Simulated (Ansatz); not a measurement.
# CH2BBrO3: up Jacob's ladder to CCSD(T)

The task here is to estimate one member of a computed series from the others.

Program: Ansatz 0.2.0, Gaussian basis. Level of theory: functionals in def2-TZVPP, the program's frozen cores in correlated methods. These are calculated values, not measurements.

Plan: LDA (SPW92), PBE-D4, revPBE-D4, BLYP-D4, r2SCAN-D4, B97M-V, PBE0-D4, B3LYP-D4, r2SCANh-D4, r2SCAN0-D4, HSE06-D4, BHLYP-D4, CAM-B3LYP-D4, LC-ωPBE, ωB97X-V, ωB97M-V, B2PLYP, PBE-QIDH; CCSD(T)/def2-SVP; CCSD(T)/def2-TZVPP; MP2/def2-QZVPP; extrapolation to the limit; RPA on PBE.

## The relaxed structure

All runs share one geometry, relaxed beforehand with PBE0-D4 in a triple-zeta def2 set.

8 atoms, charge 0, spin multiplicity 1.

Atoms are counted from 1 here; the program's logs count them from 0.

Bond lengths: O1–B2 1.333 Å, O1–H7 0.960 Å, B2–O3 1.392 Å, B2–O6 1.397 Å, O3–C4 1.404 Å, C4–Br5 1.936 Å, C4–O6 1.408 Å, C4–H8 1.089 Å. Angles: B2–O1–H7 114.3°, O1–B2–O3 129.8°, O1–B2–O6 133.1°, O3–B2–O6 97.1°, B2–O3–C4 83.6°, O3–C4–Br5 113.2°, O3–C4–O6 96.0°, O3–C4–H8 113.9°, Br5–C4–O6 113.0°, Br5–C4–H8 107.0°, O6–C4–H8 113.8°, B2–O6–C4 83.3°.

The first run:

The input, in.yaml:

```yaml
crystal:
  periodic: [false, false, false]
  atoms:
    - {symbol: O, position_ang: [-0.781551, -1.874320, -0.581637]}
    - {symbol: B, position_ang: [-0.248880, -0.692029, -0.271015]}
    - {symbol: O, position_ang: [1.028232, -0.197430, -0.517863]}
    - {symbol: C, position_ang: [0.528449, 0.961364, 0.098177]}
    - {symbol: Br, position_ang: [1.488134, 1.441054, 1.709172]}
    - {symbol: O, position_ang: [-0.756746, 0.447723, 0.356713]}
    - {symbol: H, position_ang: [-1.694292, -1.982682, -0.303501]}
    - {symbol: H, position_ang: [0.528755, 1.839019, -0.545745]}
basis:
  gaussian: {orbitals: def2-TZVPP}
hamiltonian: {xc: lda}
output: {orbitals: {seedname: orbitals}}
```

Steps of the session up to this table: LDA; PBE-D4 (GGA); revPBE-D4 (GGA); BLYP-D4 (GGA); r2SCAN-D4 (meta-GGA); B97M-V (meta-GGA); PBE0-D4 (hybrid); B3LYP-D4 (hybrid); r2SCANh-D4 (hybrid); r2SCAN0-D4 (hybrid); HSE06-D4 (hybrid); BHLYP-D4 (hybrid); CAM-B3LYP-D4 (range-separated); LC-ωPBE (range-separated); ωB97X-V (range-separated); ωB97M-V (range-separated); B2PLYP (double hybrid); PBE-QIDH (double hybrid).

One table of the session follows, with a row left open; its other results are not shown here.

It belongs to the step «Orbital energies across the functionals». 

| functional | HOMO (eV) | gap (eV) |
| --- | --- | --- |
| LDA (SPW92) | -7.28 | 5.79 |
| PBE-D4 | -7.09 | 5.85 |
| revPBE-D4 | -7.02 | 5.89 |
| BLYP-D4 | -6.93 | 5.76 |
| r2SCAN-D4 | -7.42 | 6.44 |
| B97M-V | -7.50 | 6.62 |
| PBE0-D4 | -8.44 | 8.24 |
| B3LYP-D4 | -8.18 | 7.67 |
| r2SCANh-D4 | -7.92 | 7.31 |
| r2SCAN0-D4 | -8.66 | 8.61 |
| HSE06-D4 | -8.04 | 7.45 |
| BHLYP-D4 | -9.64 | 10.48 |
| CAM-B3LYP-D4 | -9.83 | 10.70 |
| LC-ωPBE | -11.26 | 13.40 |
| ωB97X-V | ? | ? |
| ωB97M-V | -10.73 | 12.43 |

**Question.** Estimate the row for ωB97X-V.

The run gave: HOMO (eV): -10.87; gap (eV): 12.89. In the column «HOMO (eV)» it lies between LC-ωPBE (-11.26) and ωB97M-V (-10.73).
